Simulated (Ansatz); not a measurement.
# GaN: the cost of one run

Program: Ansatz 0.2.0 (single point, PBE, plane waves PAW). Host: AMD EPYC 7R13 (Zen 3), 96 cores, 96 hardware threads, 1656 GiB, 8 × H100 80GB HBM3, 81559 MiB; it was booked for these runs alone, one at a time. Each run is timed once from launch to exit, start-up included.

### Step 1. The job

The cell holds 8 atoms in 91 Å³, 2×1×1 copies of a database cell, with the atoms displaced at random so that no symmetry is left.

### Step 2. Baseline

File input.yaml:

```yaml
crystal:
  lattice:
    - [6.377860, 0.000000, 0.000000]
    - [-1.594465, 2.761695, 0.000000]
    - [0.000000, 0.000000, 5.192357]
  atoms:
    - { symbol: Ga, position: [0.347998, 0.325019, 0.502126] }
    - { symbol: Ga, position: [0.167585, 0.677143, 0.988283] }
    - { symbol: "N", position: [0.330732, 0.323907, 0.867637] }
    - { symbol: "N", position: [0.161374, 0.660239, 0.373707] }
    - { symbol: Ga, position: [0.827647, 0.338626, 0.494866] }
    - { symbol: Ga, position: [0.646611, 0.681602, 0.996065] }
    - { symbol: "N", position: [0.828671, 0.336700, 0.877687] }
    - { symbol: "N", position: [0.666998, 0.655949, 0.377392] }
kpoints:
  mp_grid: { grid: [1, 1, 1] }
hamiltonian:
  xc: pbe
  pseudopotentials: { azcp: { folder: soft_1 } }
scf:
  occupations: { method: fixed }
output: { forces: true }
```

Run with:

```sh
> ansatz run input.yaml --backend cuda --devices 1 --events-out ev --progress --plain --runs-dir out
```

**Question.** How long does this run take on 1 × NVIDIA H100 80GB HBM3 with 44 threads of AMD EPYC 7R13 (Zen 3), host not shared, and how much memory does it need?

About 1.7 s, with a peak of 0.98 GiB on the host.
